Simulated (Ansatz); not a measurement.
# TaV (Cmmm) in Ansatz: notebook

Runs on TaV. Level: PBE. Tasks: single point, equation of state.

All numbers are computed with Ansatz 0.2.0; they aren't measurements. Logs are shortened: lines on timing, memory, paths and dates and some standing lists are left out, and cuts for length are marked.

### Step 1. The structure

The structure is orthorhombic, space group Cmmm (No. 65). Conventional cell: a = 3.213 Å, b = 4.616 Å, c = 4.341 Å, α = 90.00°, β = 90.00°, γ = 90.00°. Ta (site symmetry mmm) is surrounded by 4 V at 2.70 Å and 4 Ta at 2.81 Å. V (site symmetry mmm) is surrounded by 4 Ta at 2.70 Å and 4 V at 2.81 Å.

The cell comes from a database or a generator and needn't be the stable form of this composition.

### Step 2. Single point, PBE, collinear spin, ferromagnetic start, 15.13 Å³/atom (volume scaled by 0.94)

File input.yaml:

```yaml
crystal:
  lattice:
    - [1.5739010009, -2.260664332, 0.0]
    - [1.5739010009, 2.260664332, 0.0]
    - [0.0, 0.0, 4.2527369285]
  atoms:
    - { symbol: Ta, position: [0.0, 0.0, 0.0] }
    - { symbol: V, position: [0.5, 0.5, 0.5], spin: 2.0 }
hamiltonian:
  xc: pbe
  pseudopotentials: { kind: nc, accuracy: stringent }
magnetization:
  spin_polarized: true
kpoints:
  mp_grid: { grid: [10, 10, 6] }
scf:
  occupations: { method: fermi_dirac, width: 0.05 }
output:
  forces: true
  stress: true
  eigenvalues: true
  write_density: true
  write_potential: true
  elf: true
  volumetric_format: npy
```

Potentials or basis: PseudoDojo stringent (PBE files).

Command:

```
ansatz run input.yaml --threads 2 --pin off --max-ram 5632MiB --backend cpu --events-out ev --progress --plain --runs-dir out
```

The program printed:

```text
Warning: RAYON_NUM_THREADS=2 ignored (pool sized by the plan → 2); use --threads N
Engine: ansatz 0.2.0, aarch64-unknown-linux-gnu
Pseudopotentials: kind: nc
Pseudopotential: Ta, nc, valence charge 27, recommended cutoff 1795.951492 eV (normal), Ta.nc.azcp (PseudoDojo's, or run here from an input of PseudoDojo's; its table is named by hamiltonian.pseudopotentials.accuracy)
Pseudopotential: V, nc, valence charge 13, recommended cutoff 1142.878222 eV (normal), V.nc.azcp (PseudoDojo's, or run here from an input of PseudoDojo's; its table is named by hamiltonian.pseudopotentials.accuracy)
Functional definition: PBE
  parameter kappa = 0.804
  parameter beta = 0.06672455060314922
  exchange = pbe_x(kappa = kappa, mu = beta*pi^2/3)
  correlation = pbe_c(beta = beta)
Crystal: 2 atoms, lattice volume = 30.263 Å³
Basis set: ecut = 1795.951492 eV, 5233 PW (Γ), exchange–correlation on 80×80×120 points (8 copies of the dense FFT grid, shifted against one another)
Bands: 26, of which v1, the nominal top of the filled ones, is band 20 counted from 1 (19 counted from 0)
Symmetry: 8 space group operations
Space group: Cmmm (ITA 65), of the structure as read, at distance tolerance 3.1e-5 Å
Magnetic group: BNS 65.481 (UNI 579), of the structure as read, at distance tolerance 3.1e-5 Å
k-points: 124 of 600
Non-local potential: Ta, projectors of the file, l = 0: 2, l = 1: 2, l = 2: 2, l = 3: 2
Non-local potential: V, projectors of the file, l = 0: 2, l = 1: 2, l = 2: 2
Initial density: superposition of atomic densities (chi_scale 0.1, normalization cell)
Starting moments: Σ|m| = 2 μB on 1 of 2 sites
Initial wavefunctions: pseudopotential atomic-orbital guess
Functional: x = pbe(κ = 0.804, μ = 0.2195149727645171), c = pbe(β = 0.06672455060314922)
iter 1 solved again at ethr=2.36e-3 eV; its pass at ethr=3.10e-3 eV (dr2=9.43e-1 eV) is discarded
SCF iter   1: F=—  HF=-10831.978149 eV  |F-HF|=—  |Δ(HF+E_count)|=         —  Δρ=8.59e-2 (↑8.59e-2 ↓4.71e-2)  dr2=9.45e-1  dr2_m=1.06e0  M=1.153 μB ∫|m|=1.246 μB  β_m=0.30  ethr=2.36e-3  ⟨swp⟩=1.0  Hψ=37926  notcnv=0
preconditioner: auto → Kerker (q_TF=auto, 2.858 Å⁻¹)  [metal: Δε(μ)=0.001 eV  Ē_g=22.240 eV  σ=0.050 eV  W_gap=0.00  n_scr=16 (ndim 8)  ℏωp=40.5 eV  f_vac=0.000  D(μ)=2.29/eV (n_scr^D=22)]
spin=Collinear: Kerker preconditioning applied to the charge; magnetization (m = ρ↑ − ρ↓) channel mixes plain (no charge-response kernel on spin).
SCF iter   2: F=—  HF=-10831.921003 eV  |F-HF|=—  |Δ(HF+E_count)|=   5.71e-2  Δρ=5.75e-2 (↑5.75e-2 ↓4.08e-2)  dr2=4.65e-1  dr2_m=5.77e-1  M=1.101 μB ∫|m|=1.182 μB  β_m=0.30  ethr=2.36e-3  ⟨swp⟩=2.1  Hψ=7876  notcnv=0
[... 14 lines left out ...]
SCF iter  16: F=-10831.967862 eV  HF=-10831.967862 eV  |F-HF|=3.64e-12  |Δ(HF+E_count)|=  9.46e-11  Δρ=1.58e-7 (↑1.58e-7 ↓1.48e-7)  dr2=5.25e-12  dr2_m=4.36e-12  M=-0.000 μB ∫|m|=0.000 μB  ethr=1.00e-12  ⟨swp⟩=6.2  Hψ=32042  notcnv=0
WARN: the starting moments were not kept: the SCF closed with an absolute magnetisation of 4.6e-6 μB, where they sum to 2 μB in size (1 site). That is at most 0.1 of that sum. Measured as dr2_m measures the in/out step, that magnetisation stands 9.5e-12 eV from none, at or under the dr2_threshold of 1.0e-7 eV: it is no larger than a step whose dr2_m would equal this threshold. The system may hold no moment; this SCF shows only that its start led to no more than that. To try another start: raise the starting moments (crystal.atoms[].spin, magnetization.per_species, magnetization.initial_magnetization, or on a non-collinear deck that types none of these the spinor_matrix: blocks that start its atoms; where the total moment is fixed, keep their sum and leave initial_magnetization as it is; typed ones take the place of any that the run laid by itself, positive ones on a crystal's lanthanoids without a Hubbard term where scf.initial_density.shell_occupations: [] is typed) or, if the notice of its spin-set hold's release reads "site moments contracting" or "site moments show no strong build", lengthen the hold (scf.mixing.spin_hold: { on: { confirm: 4 } }; for m-r²SCAN on two components see the key's manual first). Each may lead to a state that holds a moment. A second SCF, from the converged charge density, with the starting moments and any scf.initial_density.shell_occupations laid on it anew, would have followed, and was not run: the deck does not ask for one (magnetization.retry_lost_moments is false, the default). To let it run, set magnetization.retry_lost_moments: true and run the deck again, where that key's refused combinations let it; where memory then withholds it, that run's warning says so.
SCF 1 converged in 16 iterations: F = -10831.967862 eV  dr2 = 5.25e-12
SCF converged after 16 iterations
Magnetization: -0.0000 μB (20.0000 up, 20.0000 down)
Absolute magnetization: 0.0000 μB (∫|ρ↑−ρ↓|)
Spin contamination: 0.0000 ħ² per cell (⟨S²⟩ above its minimum at these occupations)
Per-site moments (μB) at R_I (Å): [(-3.0947727746256703e-7, 1.091263834946644), (-2.9137828049876614e-6, 1.091263834946644)]
Free energy (F): -10831.967862 eV
Harris-Foulkes:  -10831.967862 eV  (|F-HF|=3.64e-12)
Internal energy: -10831.938933 eV  (E = F + TS)
E sigma→0 (E₀):  -10831.953398 eV
Entropy (-TS):   -0.028929 eV (-14.465 meV/atom)
Fermi energy:    21.501128 eV
--- Per-component energies (eV) ---
  E_band       = -104.464083
  E_kinetic    = 6469.584966
  E_local      = -8534.279178  (includes V_loc(G=0)·N_el)
  E_nonlocal   = -3137.296341
  E_hartree    = 3199.645190
  E_xc         = -1741.735621
  E_vxc        = -1301.763839  (∫ρ·V_xc dr)
  E_ewald      = -7087.857949
  E_smearing   = -0.028929  (= −TS)
  E_closure    = 0.000000  (closes the sum)
  Σ components = -10831.967862   (vs F -10831.967862, Δ=0.00e0)
--- Forces (eV/Å), atoms counted from 1 ---
  atom   1  Ta     0.00000000    -0.00000000     0.00000000
  atom   2  V      0.00000000    -0.00000000     0.00000000
  max |Σ_I F_I| component: 7.89e-31 eV/Å
--- Stress (GPa, compression-positive) ---
       12.770322       0.000000       0.000000
        0.000000      12.029539       0.000000
        0.000000       0.000000      12.063628
  P = ⅓ Tr σ = 12.2878 GPa (122.878 kbar)
--- Band table (eV; the first three rows and the last of 248) ---
  k-point 0 ↑: bands = ["-45.4303", "-42.1543", "-16.0876", "-15.8503", "-15.7735", "-11.9330", "-11.4473", "-11.2269", "2.9899", "3.0037", "3.0160", "3.0414", "3.0419", "3.0443", "3.0958", "13.9543", "17.5492", "20.0064", "21.5395", "21.9783", "22.3562", "23.6052", "23.8608", "23.9019", "25.8317", "26.6442"]
  k-point 1 ↑: bands = ["-45.4296", "-42.1554", "-16.0684", "-15.8481", "-15.7735", "-11.9646", "-11.4517", "-11.2267", "2.9898", "3.0033", "3.0159", "3.0409", "3.0420", "3.0438", "3.0956", "14.2548", "17.6154", "20.1327", "21.8026", "22.0186", "22.1645", "22.9387", "23.5780", "23.9726", "25.6310", "26.5513"]
  k-point 2 ↑: bands = ["-45.4282", "-42.1577", "-16.0291", "-15.8436", "-15.7734", "-12.0284", "-11.4604", "-11.2265", "2.9897", "3.0025", "3.0157", "3.0398", "3.0423", "3.0429", "3.0951", "15.0233", "17.6130", "20.4882", "21.6821", "21.8757", "22.0612", "22.5087", "23.4184", "23.5245", "25.2719", "26.1612"]
  k-point 123 ↓: bands = ["-45.2656", "-42.0732", "-16.2260", "-16.0211", "-15.9267", "-12.6473", "-12.0235", "-11.7908", "2.9918", "2.9932", "3.0157", "3.0396", "3.0444", "3.0653", "3.0721", "18.0018", "18.9291", "19.6817", "20.1910", "22.1164", "22.6755", "22.7376", "24.1072", "24.7311", "29.0052", "29.7860"]
```

It took 65 s on 2 threads of Arm Neoverse V2, shared host; peak memory 1.1 GiB.

Results:

```
Free energy            : -10831.9679 eV
Pressure               : 12.3 GPa
Band gap on the k mesh : none (metal or under the smearing width)
Net moment             : 0.00 μB per cell
Absolute moment        : 0.00 μB per cell
```

Caveat: the starting moments weren't kept.

### Step 3. Single point, PBE, collinear spin, ferromagnetic start, 15.45 Å³/atom (volume scaled by 0.96)

Edit input.yaml of step 2 so:

```diff
@@ -2,5 +2,5 @@
   lattice:
-    - [1.5739010009, -2.260664332, 0.0]
-    - [1.5739010009, 2.260664332, 0.0]
-    - [0.0, 0.0, 4.2527369285]
+    - [1.5849851759, -2.2765850279, 0.0]
+    - [1.5849851759, 2.2765850279, 0.0]
+    - [0.0, 0.0, 4.2826867669]
   atoms:
@@ -21,5 +21 @@
   eigenvalues: true
-  write_density: true
-  write_potential: true
-  elf: true
-  volumetric_format: npy
```

Potentials or basis: PseudoDojo stringent (PBE files).

Command:

```
ansatz run input.yaml --threads 2 --pin off --max-ram 5632MiB --backend cpu --events-out ev --progress --plain --runs-dir out
```

Wall time 51 s (2 threads of Arm Neoverse V2, shared host); peak memory 1.1 GiB.

The run converged. Its results:

```
Free energy            : -10832.0079 eV
Pressure               : 7.7 GPa
Band gap on the k mesh : none (metal or under the smearing width)
Net moment             : 0.00 μB per cell
Absolute moment        : 0.00 μB per cell
```

Caveat: the starting moments weren't kept.

### Step 4. Single point, PBE, collinear spin, ferromagnetic start, 15.78 Å³/atom (volume scaled by 0.98)

Edit input.yaml of step 3 so:

```diff
@@ -2,5 +2,5 @@
   lattice:
-    - [1.5849851759, -2.2765850279, 0.0]
-    - [1.5849851759, 2.2765850279, 0.0]
-    - [0.0, 0.0, 4.2826867669]
+    - [1.5959164536, -2.2922861105, 0.0]
+    - [1.5959164536, 2.2922861105, 0.0]
+    - [0.0, 0.0, 4.3122234711]
   atoms:
@@ -21 +21,5 @@
   eigenvalues: true
+  write_density: true
+  write_potential: true
+  elf: true
+  volumetric_format: npy
```

Command:

```
ansatz run input.yaml --threads 2 --pin off --max-ram 5632MiB --backend cpu --events-out ev --progress --plain --runs-dir out
```

Run time: 75 s. Hardware: 2 threads of Arm Neoverse V2, shared host; peak memory 1.1 GiB.

The run converged. Its results:

```yaml
Free_energy: -10832.0303 eV
Pressure: 3.5 GPa
Band_gap_on_the_k_mesh: none (metal or under the smearing width)
Net_moment: 0.00 μB per cell
Absolute_moment: 0.00 μB per cell
```

Caveat: the starting moments weren't kept.

### Step 5. Single point, PBE, collinear spin, ferromagnetic start, 16.10 Å³/atom

Edit input.yaml of step 4 so:

```diff
@@ -2,5 +2,5 @@
   lattice:
-    - [1.5959164536, -2.2922861105, 0.0]
-    - [1.5959164536, 2.2922861105, 0.0]
-    - [0.0, 0.0, 4.3122234711]
+    - [1.6067, -2.307775, 0.0]
+    - [1.6067, 2.307775, 0.0]
+    - [0.0, 0.0, 4.341361]
   atoms:
@@ -21,5 +21 @@
   eigenvalues: true
-  write_density: true
-  write_potential: true
-  elf: true
-  volumetric_format: npy
```

Command:

```
ansatz run input.yaml --threads 2 --pin off --max-ram 5632MiB --backend cpu --events-out ev --progress --plain --runs-dir out
```

Wall time 55 s (2 threads of Arm Neoverse V2, shared host); peak memory 1.2 GiB.

Results (log left out):

| Quantity | Value |
| --- | --- |
| Free energy | -10832.0368 eV |
| Pressure | -0.3 GPa |
| Band gap on the k mesh | none (metal or under the smearing width) |
| Net moment | 0.00 μB per cell |
| Absolute moment | 0.00 μB per cell |

Caveat: the starting moments weren't kept.

### Step 6. Single point, PBE, collinear spin, ferromagnetic start, 16.42 Å³/atom (volume scaled by 1.02)

Edit input.yaml of step 5 so:

```diff
@@ -2,5 +2,5 @@
   lattice:
-    - [1.6067, -2.307775, 0.0]
-    - [1.6067, 2.307775, 0.0]
-    - [0.0, 0.0, 4.341361]
+    - [1.6173407075, -2.3230587236, 0.0]
+    - [1.6173407075, 2.3230587236, 0.0]
+    - [0.0, 0.0, 4.370112573]
   atoms:
```

Potentials or basis: PseudoDojo stringent (PBE files).

Command:

```
ansatz run input.yaml --threads 2 --pin off --max-ram 5632MiB --backend cpu --events-out ev --progress --plain --runs-dir out
```

It took 66 s on 2 threads of Arm Neoverse V2, shared host; peak memory 1.2 GiB.

Results (log left out):

| Property | Result |
| --- | --- |
| Free energy | -10832.0286 eV |
| Pressure | -3.7 GPa |
| Band gap on the k mesh | none (metal or under the smearing width) |
| Net moment | 0.00 μB per cell |
| Absolute moment | 0.00 μB per cell |

Caveat: the starting moments weren't kept.

### Step 7. Single point, PBE, collinear spin, ferromagnetic start, 16.74 Å³/atom (volume scaled by 1.04)

Edit input.yaml of step 6 so:

```diff
@@ -2,5 +2,5 @@
   lattice:
-    - [1.6173407075, -2.3230587236, 0.0]
-    - [1.6173407075, 2.3230587236, 0.0]
-    - [0.0, 0.0, 4.370112573]
+    - [1.6278432141, -2.3381439432, 0.0]
+    - [1.6278432141, 2.3381439432, 0.0]
+    - [0.0, 0.0, 4.3984907225]
   atoms:
```

Command:

```
ansatz run input.yaml --threads 2 --pin off --max-ram 5632MiB --backend cpu --events-out ev --progress --plain --runs-dir out
```

Run time: 88 s. Hardware: 2 threads of Arm Neoverse V2, shared host; peak memory 1.2 GiB.

Results (log left out):

| Item | Value |
| --- | --- |
| Free energy | -10832.0072 eV |
| Pressure | -6.9 GPa |
| Band gap on the k mesh | none (metal or under the smearing width) |
| Net moment | 0.00 μB per cell |
| Absolute moment | 0.00 μB per cell |

Caveat: the starting moments weren't kept.

### Step 8. Single point, PBE, collinear spin, ferromagnetic start, 17.06 Å³/atom (volume scaled by 1.06)

Edit input.yaml of step 7 so:

```diff
@@ -2,5 +2,5 @@
   lattice:
-    - [1.6278432141, -2.3381439432, 0.0]
-    - [1.6278432141, 2.3381439432, 0.0]
-    - [0.0, 0.0, 4.3984907225]
+    - [1.6382119218, -2.3530369813, 0.0]
+    - [1.6382119218, 2.3530369813, 0.0]
+    - [0.0, 0.0, 4.4265073424]
   atoms:
@@ -21 +21,5 @@
   eigenvalues: true
+  write_density: true
+  write_potential: true
+  elf: true
+  volumetric_format: npy
```

Command:

```
ansatz run input.yaml --threads 2 --pin off --max-ram 5632MiB --backend cpu --events-out ev --progress --plain --runs-dir out
```

It took 75 s on 2 threads of Arm Neoverse V2, shared host; peak memory 1.2 GiB.

The run converged. Its results:

* Free energy: -10831.9742 eV
* Pressure: -9.5 GPa
* Band gap on the k mesh: none (metal or under the smearing width)
* Net moment: 0.52 μB per cell
* Absolute moment: 0.56 μB per cell
* Site moments: Ta -0.01; V +0.44 μB

### Step 9. Equation of state, PBE, collinear spin, ferromagnetic start

Potentials or basis: PseudoDojo stringent.

No new run: the results of the series are fitted here.

What came out:

```yaml
Equilibrium_volume: 16.07 Å³/atom
Bulk_modulus_at_fixed_shape_and_positions: 181 GPa
Pressure_derivative_of_the_bulk_modulus: "4.0 (rough: it moves with the points fitted)"
```

Energy against volume, from the lowest point:
```tsv
volume (Å³/atom)	energy (meV/atom)
15.132	34.46
15.453	14.44
15.775	3.22
16.097	0.00
16.419	4.08
16.741	14.81
17.063	31.31
```

Caveat: the cell was scaled at fixed shape and fractional positions, which overstates the stiffness of a crystal with free parameters, most of all of layers and chains.
